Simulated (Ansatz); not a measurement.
**CH6FNOSn: a ladder of functionals and wavefunction methods**

The task here is to estimate one member of a computed series from the others.

Computed with Ansatz 0.2.0, Gaussian basis. Level: functionals in def2-TZVPP, the program's frozen cores in correlated methods.

Plan: LDA (SPW92), PBE-D4, revPBE-D4, BLYP-D4, r2SCAN-D4, B97M-V, PBE0-D4, B3LYP-D4, r2SCANh-D4, r2SCAN0-D4, HSE06-D4, BHLYP-D4, CAM-B3LYP-D4, LC-ωPBE, ωB97X-V, ωB97M-V, B2PLYP, PBE-QIDH; CCSD(T)/def2-SVP; CCSD(T)/def2-TZVPP; MP2/def2-QZVPP; extrapolation to the limit; RPA on PBE.

### Structure used throughout

The geometry comes from an earlier relaxation with PBE0-D4 in a triple-zeta def2 set; it is a stationary point, not always the lowest conformer. Sn takes the def2 core potential; no spin-orbit term is included.

SMILES `[CH3][Sn]([NH2])([OH])[F]`, 11 atoms, charge 0, spin multiplicity 1.

Atoms are counted from 1 here; the program's logs count them from 0.

Bond lengths: C1–Sn2 2.112 Å, C1–H6 1.089 Å, C1–H7 1.089 Å, C1–H8 1.089 Å, Sn2–N3 2.000 Å, Sn2–O4 1.952 Å, Sn2–F5 1.936 Å, N3–H9 1.011 Å, N3–H10 1.012 Å, O4–H11 0.961 Å. Angles: Sn2–C1–H6 109.8°, Sn2–C1–H7 108.8°, Sn2–C1–H8 109.1°, H6–C1–H7 109.7°, H6–C1–H8 109.6°, H7–C1–H8 109.9°, C1–Sn2–N3 115.4°, C1–Sn2–O4 114.6°, C1–Sn2–F5 107.4°, N3–Sn2–O4 105.3°, N3–Sn2–F5 111.2°, O4–Sn2–F5 102.1°, Sn2–N3–H9 115.2°, Sn2–N3–H10 113.1°, H9–N3–H10 108.6°, Sn2–O4–H11 111.6°.

Coordinates:

| atom | x (Å) | y (Å) | z (Å) |
| --- | --- | --- | --- |
| C1 | -1.30175 | 1.14585 | -0.47555 |
| Sn2 | 0.20553 | -0.11278 | 0.30188 |
| N3 | 1.34149 | -1.03537 | -1.06177 |
| O4 | -0.44411 | -1.53085 | 1.47510 |
| F5 | 1.28373 | 0.94991 | 1.50904 |
| H6 | -0.88346 | 1.78756 | -1.25020 |
| H7 | -1.69871 | 1.75835 | 0.33256 |
| H8 | -2.09581 | 0.53165 | -0.89873 |
| H9 | 1.90629 | -0.42407 | -1.63618 |
| H10 | 1.94015 | -1.74765 | -0.66433 |
| H11 | -0.18796 | -1.37970 | 2.38877 |

Set-up of the first run:

The input, in.yaml:

```yaml
crystal:
  periodic: [false, false, false]
  atoms:
    - {symbol: C, position_ang: [-1.301750, 1.145849, -0.475551]}
    - {symbol: Sn, position_ang: [0.205528, -0.112780, 0.301881]}
    - {symbol: N, position_ang: [1.341492, -1.035374, -1.061773]}
    - {symbol: O, position_ang: [-0.444108, -1.530845, 1.475104]}
    - {symbol: F, position_ang: [1.283730, 0.949907, 1.509037]}
    - {symbol: H, position_ang: [-0.883461, 1.787561, -1.250196]}
    - {symbol: H, position_ang: [-1.698712, 1.758354, 0.332561]}
    - {symbol: H, position_ang: [-2.095807, 0.531648, -0.898729]}
    - {symbol: H, position_ang: [1.906288, -0.424065, -1.636181]}
    - {symbol: H, position_ang: [1.940153, -1.747655, -0.664325]}
    - {symbol: H, position_ang: [-0.187955, -1.379699, 2.388771]}
basis:
  gaussian: {orbitals: def2-TZVPP}
hamiltonian: {xc: lda}
output: {orbitals: {seedname: orbitals}}
```

The run is started by

```console
> ansatz run in.yaml --threads 4 --pin off --events-out ev --progress --plain --max-ram 10444MiB
```

Steps of the session up to this table: LDA; PBE-D4 (GGA); revPBE-D4 (GGA); BLYP-D4 (GGA); r2SCAN-D4 (meta-GGA); B97M-V (meta-GGA); B3LYP-D4 (hybrid); r2SCANh-D4 (hybrid); r2SCAN0-D4 (hybrid); HSE06-D4 (hybrid); BHLYP-D4 (hybrid); CAM-B3LYP-D4 (range-separated); LC-ωPBE (range-separated); ωB97X-V (range-separated); ωB97M-V (range-separated); B2PLYP (double hybrid); PBE-QIDH (double hybrid).

One of the session's tables, all rows but one given; the rest of the session is left out.

It belongs to the step «Orbital energies across the functionals». 

| functional | HOMO (eV) | gap (eV) |
| --- | --- | --- |
| LDA (SPW92) | -6.53 | 4.64 |
| PBE-D4 | -6.33 | 4.71 |
| revPBE-D4 | -6.26 | 4.76 |
| BLYP-D4 | -6.21 | 4.59 |
| r2SCAN-D4 | -6.65 | 5.39 |
| B97M-V | ? | ? |
| PBE0-D4 | -7.83 | 7.16 |
| B3LYP-D4 | -7.57 | 6.54 |
| r2SCANh-D4 | -7.21 | 6.29 |
| r2SCAN0-D4 | -8.06 | 7.63 |
| HSE06-D4 | -7.42 | 6.38 |
| BHLYP-D4 | -9.24 | 9.40 |
| CAM-B3LYP-D4 | -9.29 | 9.53 |
| LC-ωPBE | -10.73 | 12.34 |
| ωB97X-V | -10.33 | 11.72 |
| ωB97M-V | -10.24 | 11.35 |

Estimate the missing values for B97M-V.

**Answer.** HOMO (eV): -6.72; gap (eV): 5.30. In the column «HOMO (eV)» it lies between r2SCANh-D4 (-7.21) and r2SCAN-D4 (-6.65).
